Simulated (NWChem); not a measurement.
**BSiHCl3F (SMILES FB[Si](Cl)(Cl)Cl) at 5 levels**

We compute a comparison of 5 runs (HF/STO-3G, HF/3-21G, B3LYP/6-31G*, BP86/def2-SVP) of BSiHCl3F. 

The calculation is run with NWChem 7.3.0.

## 1. The molecule

BSiHCl3F has 7 atoms, charge 0, and is taken as a singlet. SMILES: `FB[Si](Cl)(Cl)Cl`. The coordinates come from a PBE0-D4/def2-TZVP relaxation.

Bond lengths: F1–B2 1.313 Å, B2–Si3 2.031 Å, Si3–Cl4 2.037 Å, Si3–Cl5 2.043 Å, Si3–Cl6 2.043 Å, B2–H7 1.199 Å. Angles: F1–B2–Si3 120.0°, B2–Si3–Cl4 113.3°, B2–Si3–Cl5 108.6°, B2–Si3–Cl6 108.5°, Cl4–Si3–Cl5 108.8°, Cl4–Si3–Cl6 108.8°, Cl5–Si3–Cl6 108.7°, F1–B2–H7 118.3°, Si3–B2–H7 121.7°.

## 2. Energy and forces at HF/STO-3G (run 1)

run.py reads:

```python
from ase import Atoms
from ase.calculators.nwchem import NWChem

system = Atoms(['F', 'B', 'Si', 'Cl', 'Cl', 'Cl', 'H'], positions=[
    [0.412600, -2.140300, 0.571400],
    [0.749400, -0.871400, 0.578200],
    [-0.428200, 0.497200, -0.352500],
    [-2.064500, -0.323500, -1.245700],
    [0.683900, 1.457800, -1.771400],
    [-1.049900, 1.866500, 1.030000],
    [1.758100, -0.554500, 1.144300],
])

calc = NWChem(
    label='bcl3fhsi',
    theory='scf',
    memory='2200 mb',
    basis='STO-3G',
    basispar='spherical bse',
    scf={'nopen': '0', 'rhf': None, 'thresh': '1e-08', 'maxiter': '80'},
)
system.calc = calc

forces = system.get_forces()
print("Total energy (eV):", round(system.get_potential_energy(), 6))
print("forces (eV/A):")
for s, f in zip(system.symbols, forces):
    print(f"{s:2s} {f[0]:10.5f} {f[1]:10.5f} {f[2]:10.5f}")
print("dipole (e A):", system.get_dipole_moment().round(4))
```

On the command line:

```
$ export ASE_NWCHEM_COMMAND="nwchem PREFIX.nwi > PREFIX.nwo"
$ python run.py
```

Output:

```text
Total energy (eV): -48233.557137
forces (eV/A):
F     0.34468    1.47268   -0.02170
B     0.17674   -1.23706    0.30298
Si    1.36268   -1.20101    1.01615
Cl   -1.03482   -0.45488   -0.57423
Cl    0.53556    0.61280   -0.86600
Cl   -0.44238    0.84564    0.71297
H    -0.94241   -0.03821   -0.57022
dipole (e A): [ 0.366 -0.459  0.293]
```

The calculator wrote bcl3fhsi.nwi:

```
title "bcl3fhsi"

permanent_dir bcl3fhsi

scratch_dir bcl3fhsi

start bcl3fhsi

geometry units angstrom nocenter noautosym noautoz
  F  4.1260000000000002e-01 -2.1402999999999999e+00 5.7140000000000002e-01
  B  7.4939999999999996e-01 -8.7139999999999995e-01 5.7820000000000005e-01
  Si -4.2820000000000003e-01 4.9719999999999998e-01 -3.5249999999999998e-01
  Cl -2.0644999999999998e+00 -3.2350000000000001e-01 -1.2457000000000000e+00
  Cl 6.8389999999999995e-01 1.4578000000000000e+00 -1.7714000000000001e+00
  Cl -1.0499000000000001e+00 1.8665000000000000e+00 1.0300000000000000e+00
  H  1.7581000000000000e+00 -5.5449999999999999e-01 1.1443000000000001e+00
end

memory 2200 mb

basis spherical bse noprint
   * library STO-3G
end

scf
  nopen 0
  rhf
  thresh 1e-08
  maxiter 80
end

task scf gradient
```

bcl3fhsi.nwo:

```text
Northwest Computational Chemistry Package (NWChem) 7.3.0
             --------------------------------------------------------

           Job information
           ---------------

    nwchem branch   = 7.3.0
    use scalapack   = T
    input           = bcl3fhsi.nwi
    prefix          = bcl3fhsi.
    data base       = bcl3fhsi/bcl3fhsi.db
    status          = startup
    nproc           =        1

           Memory information
           ------------------

    heap     =     72089600 doubles =      550.0 Mbytes
    stack    =     72089597 doubles =      550.0 Mbytes
    global   =    144179200 doubles =     1100.0 Mbytes (distinct from heap & stack)
    total    =    288358397 doubles =     2200.0 Mbytes
    verify   = yes
    hardfail = no

[... 140 lines left out ...]
 Convergence threshold     :          1.000E-08
[... 12 lines left out ...]
       Final RHF  results
[... 3 lines left out ...]
      One-electron energy =  -3449.830258112968
[... 1 line left out ...]
 Nuclear repulsion energy =    497.305210030948
[... 55 lines left out ...]
                       ROHF Final Molecular Orbital Analysis
[... 244 lines left out ...]
                 ----------------------------------------
                 |  Time  |  1-e(secs)   |  2-e(secs)   |
                 ----------------------------------------
                 |  CPU   |       0.00   |       1.36   |
                 ----------------------------------------
                 |  WALL  |       0.00   |       1.36   |
                 ----------------------------------------

 Task  times  cpu:        6.6s     wall:        6.6s
 Total times  cpu:        6.6s     wall:        6.6s
```

Wall time 7.8 s (1 thread of Intel Xeon Platinum 8259CL at 2.50GHz (Skylake/Cascade Lake), shared host); peak memory 0.099 GiB.

## 3. Energy and gradient at HF/3-21G (run 2)

sp.nw reads:

```
start sp
memory 2200 mb

geometry units angstrom noautosym nocenter noautoz
F     0.412600   -2.140300    0.571400
B     0.749400   -0.871400    0.578200
Si   -0.428200    0.497200   -0.352500
Cl   -2.064500   -0.323500   -1.245700
Cl    0.683900    1.457800   -1.771400
Cl   -1.049900    1.866500    1.030000
H     1.758100   -0.554500    1.144300
end

basis spherical bse
* library 3-21G
end

scf
singlet
rhf
thresh 1e-08
maxiter 80
noprint "final vectors analysis"
end

task scf gradient
```

On the command line:

```
$ nwchem sp.nw > sp.out
```

Output:

```text
[...]
  functions       =    72
[...]
  wavefunction    = RHF
[...]
         Total SCF energy =  -1783.478670834976
      One-electron energy =  -3459.100917326457
      Two-electron energy =   1178.317036460533
 Nuclear repulsion energy =    497.305210030948
        Time for solution =      5.5s
[...]
                         RHF ENERGY GRADIENTS
    atom               coordinates                        gradient
                 x          y          z           x          y          z
   1 F       0.779701  -4.044581   1.079789    0.009030   0.027237   0.001256
   2 B       1.416161  -1.646707   1.092640   -0.015521  -0.025580  -0.005443
   3 Si     -0.809181   0.939572  -0.666128   -0.027459   0.033703  -0.021840
   4 Cl     -3.901339  -0.611326  -2.354032    0.035833   0.018680   0.019439
   5 Cl      1.292384   2.754843  -3.347461   -0.024559  -0.021589   0.031049
   6 Cl     -1.984023   3.527174   1.946418    0.013470  -0.030603  -0.030360
   7 H       3.322327  -1.047853   2.162413    0.009206  -0.001848   0.005900
[...]
```

Run time: 8.4 s. Hardware: 1 thread of Intel Xeon Platinum 8259CL at 2.50GHz (Skylake/Cascade Lake), shared host; peak memory 0.099 GiB.

## 4. Energy and forces at B3LYP/6-31G(d) (Cartesian functions) (run 3)

run.py reads:

```python
from ase import Atoms
from ase.calculators.nwchem import NWChem

mol = Atoms('FBSiClClClH', positions=[
    [0.412600, -2.140300, 0.571400],
    [0.749400, -0.871400, 0.578200],
    [-0.428200, 0.497200, -0.352500],
    [-2.064500, -0.323500, -1.245700],
    [0.683900, 1.457800, -1.771400],
    [-1.049900, 1.866500, 1.030000],
    [1.758100, -0.554500, 1.144300],
])

calc = NWChem(
    label='bcl3fhsi',
    theory='dft',
    memory='2200 mb',
    basis='6-31G*',
    dft={'xc': 'b3lyp', 'mult': '1', 'grid': 'fine', 'convergence': 'energy 1e-08', 'iterations': '100', 'mulliken': None, 'print': 'low'},
)
mol.calc = calc

forces = mol.get_forces()
print("Total energy (eV):", round(mol.get_potential_energy(), 6))
print("forces (eV/A):")
for s, f in zip(mol.symbols, forces):
    print(f"{s:2s} {f[0]:10.5f} {f[1]:10.5f} {f[2]:10.5f}")
```

On the command line:

```
$ export ASE_NWCHEM_COMMAND="nwchem PREFIX.nwi > PREFIX.nwo"
$ python run.py
```

Output:

```text
Total energy (eV): -48859.742358
forces (eV/A):
F    -0.09302   -0.22261   -0.02227
B     0.18759    0.13503    0.09277
Si    0.30267   -0.35162    0.23670
Cl   -0.47920   -0.25783   -0.25876
Cl    0.32185    0.27886   -0.41585
Cl   -0.18522    0.39996    0.40341
H    -0.05466    0.01820   -0.03594
```

The calculator wrote bcl3fhsi.nwi:

```
title "bcl3fhsi"

permanent_dir bcl3fhsi

scratch_dir bcl3fhsi

start bcl3fhsi

geometry units angstrom nocenter noautosym noautoz
  F  4.1260000000000002e-01 -2.1402999999999999e+00 5.7140000000000002e-01
  B  7.4939999999999996e-01 -8.7139999999999995e-01 5.7820000000000005e-01
  Si -4.2820000000000003e-01 4.9719999999999998e-01 -3.5249999999999998e-01
  Cl -2.0644999999999998e+00 -3.2350000000000001e-01 -1.2457000000000000e+00
  Cl 6.8389999999999995e-01 1.4578000000000000e+00 -1.7714000000000001e+00
  Cl -1.0499000000000001e+00 1.8665000000000000e+00 1.0300000000000000e+00
  H  1.7581000000000000e+00 -5.5449999999999999e-01 1.1443000000000001e+00
end

memory 2200 mb

basis noprint
   * library 6-31G*
end

dft
  xc b3lyp
  mult 1
  grid fine
  convergence energy 1e-08
  iterations 100
  mulliken
  print low
end

task dft gradient
```

bcl3fhsi.nwo:

```text
Northwest Computational Chemistry Package (NWChem) 7.3.0
             --------------------------------------------------------

           Job information
           ---------------

    nwchem branch   = 7.3.0
    use scalapack   = T
    input           = bcl3fhsi.nwi
    prefix          = bcl3fhsi.
    data base       = bcl3fhsi/bcl3fhsi.db
    status          = startup
    nproc           =        1

           Memory information
           ------------------

    heap     =     72089600 doubles =      550.0 Mbytes
    stack    =     72089597 doubles =      550.0 Mbytes
    global   =    144179200 doubles =     1100.0 Mbytes (distinct from heap & stack)
    total    =    288358397 doubles =     2200.0 Mbytes
    verify   = yes
    hardfail = no

[... 41 lines left out ...]
            Nuclear Dipole moment (a.u.)
[... 77 lines left out ...]
   convergence    iter        energy       DeltaE   RMS-Dens  Diis-err    time
[... 11 lines left out ...]
         Total DFT energy =    -1795.562427963629
      One electron energy =    -3471.589135931081
           Coulomb energy =     1299.465453415790
    Exchange-Corr. energy =     -120.743955479286
 Nuclear repulsion energy =      497.305210030948
[... 33 lines left out ...]
                         DFT ENERGY GRADIENTS

    atom               coordinates                        gradient
                 x          y          z           x          y          z
   1 F       0.779701  -4.044581   1.079789    0.001809   0.004329   0.000433
   2 B       1.416161  -1.646707   1.092640   -0.003648  -0.002626  -0.001804
   3 Si     -0.809181   0.939572  -0.666128   -0.005886   0.006838  -0.004603
   4 Cl     -3.901339  -0.611326  -2.354032    0.009319   0.005014   0.005032
   5 Cl      1.292384   2.754843  -3.347461   -0.006259  -0.005423   0.008087
   6 Cl     -1.984023   3.527174   1.946418    0.003602  -0.007778  -0.007845
   7 H       3.322327  -1.047853   2.162413    0.001063  -0.000354   0.000699

 Task  times  cpu:       46.8s     wall:       46.8s
 Total times  cpu:       46.9s     wall:       46.9s
```

Wall time 48 s (1 thread of Intel Xeon Platinum 8259CL at 2.50GHz (Skylake/Cascade Lake), shared host); peak memory 0.13 GiB.

Run 4 isn't shown in full; the table further down has it.

## 5. Energy and forces at B3LYP/6-31G(d) (spherical functions) (run 5)

bcl3fhsi.xyz reads:

```xyz
7
BCl3FHSi
F      0.412600    -2.140300     0.571400
B      0.749400    -0.871400     0.578200
Si    -0.428200     0.497200    -0.352500
Cl    -2.064500    -0.323500    -1.245700
Cl     0.683900     1.457800    -1.771400
Cl    -1.049900     1.866500     1.030000
H      1.758100    -0.554500     1.144300
```

bcl3fhsi.nw reads:

```
echo
start bcl3fhsi
title "BCl3FHSi"
memory total 2200 mb
charge 0

geometry noautosym nocenter noautoz
  load bcl3fhsi.xyz
end

basis spherical bse
  * library 6-31G*
end

dft
  xc b3lyp
  grid fine
  convergence energy 1e-08
  iterations 100
  mulliken
end

task dft gradient
```

On the command line:

```
$ nwchem bcl3fhsi.nw > bcl3fhsi.out
```

Output:

```text
[...]
          Wavefunction type:  closed shell.
          No. of atoms     :     7
          No. of electrons :    80
[...]
          Charge           :     0
          Spin multiplicity:     1
[...]
          AO basis - number of functions:   102
[...]
              XC Information
              --------------
                         B3LYP Method XC Potential
                     Hartree-Fock (Exact) Exchange  0.200
                        Slater Exchange Functional  0.800 local
                    Becke 1988 Exchange Functional  0.720 non-local
              Lee-Yang-Parr Correlation Functional  0.810
                  VWN I RPA Correlation Functional  0.190 local
[...]
 d= 0,ls=0.0,diis     1  -1795.4267975678 -2.29D+03  1.79D-02  9.40D-01     5.2
[...]
 d= 0,ls=0.0,diis     8  -1795.5495244927 -3.53D-09  2.74D-06  1.65D-07    31.5
         Total DFT energy =    -1795.549524492689
      One electron energy =    -3471.828208153471
           Coulomb energy =     1299.797474458240
    Exchange-Corr. energy =     -120.824000828407
 Nuclear repulsion energy =      497.305210030949
[...]
      Total Density - Mulliken Population Analysis
     ---------------------------------------------
    Atom       Charge   Shell Charges
 -----------   ------   -------------------------------------------------------
    1 F    9     9.21   2.00  0.94  3.33  0.98  1.95  0.01
    2 B    5     4.68   2.00  0.58  1.32  0.42  0.28  0.08
    3 Si  14    13.59   2.00  1.99  5.96  1.07  1.79  0.11  0.37  0.30
    4 Cl  17    17.16   2.00  2.00  5.97  1.41  3.65  0.53  1.58  0.02
    5 Cl  17    17.17   2.00  2.00  5.97  1.41  3.65  0.54  1.58  0.02
    6 Cl  17    17.17   2.00  2.00  5.97  1.41  3.65  0.54  1.58  0.02
    7 H    1     1.02   0.52  0.50
[...]
  wavefunction    = closed shell
                         DFT ENERGY GRADIENTS
    atom               coordinates                        gradient
                 x          y          z           x          y          z
   1 F       0.779701  -4.044581   1.079789    0.001972   0.004727   0.000472
   2 B       1.416161  -1.646707   1.092640   -0.003763  -0.002978  -0.001824
   3 Si     -0.809181   0.939572  -0.666128   -0.005836   0.006813  -0.004565
   4 Cl     -3.901339  -0.611326  -2.354032    0.009191   0.004924   0.004964
   5 Cl      1.292384   2.754843  -3.347461   -0.006145  -0.005360   0.007936
   6 Cl     -1.984023   3.527174   1.946418    0.003529  -0.007671  -0.007694
   7 H       3.322327  -1.047853   2.162413    0.001053  -0.000453   0.000710
[...]
```

It took 47 s on 1 thread of Intel Xeon Platinum 8259CL at 2.50GHz (Skylake/Cascade Lake), shared host; peak memory 0.12 GiB.

## 6. The series

```
run                               level  Cartesian functions  iteration cap   energy (Eh)  dipole moment (D)  largest force (eV/Å)  wall time
  1                           HF/STO-3G                   no             80  -1772.550545               3.15                 2.081      7.8 s
  2                            HF/3-21G                   no             80  -1783.478671               2.47                 2.502      8.4 s
  3  B3LYP/6-31G* (Cartesian functions)                  yes            100  -1795.562428                  –                 0.603       48 s
  4                       BP86/def2-SVP                   no            100  -1795.099055                  –                 0.806       38 s
  5  B3LYP/6-31G* (spherical functions)                   no            100  -1795.549524               1.49                 0.594       47 s
```

## 7. Outcome

| quantity | value |
| --- | --- |
| run 5: total energy | -1795.54952 Eh |
| run 5: dipole moment | 1.49 D |
| run 5: HOMO energy | -8.35 eV |
| run 5: LUMO energy | -2.44 eV |
| run 5: HOMO–LUMO gap | 5.91 eV |
| run 5: largest force on an atom | 0.594 eV/Å |

**Reading.** Over runs 1, 2, 5 the dipole moment (its size) runs from 1.49 D (B3LYP/6-31G*) to 3.15 D (HF/STO-3G). The two ends differ in method and basis. Totals of different functionals can't be ranked against each other. In run 1 the basis is minimal, so the values are rough. All runs together took 2.5 min, the longest 48 s.
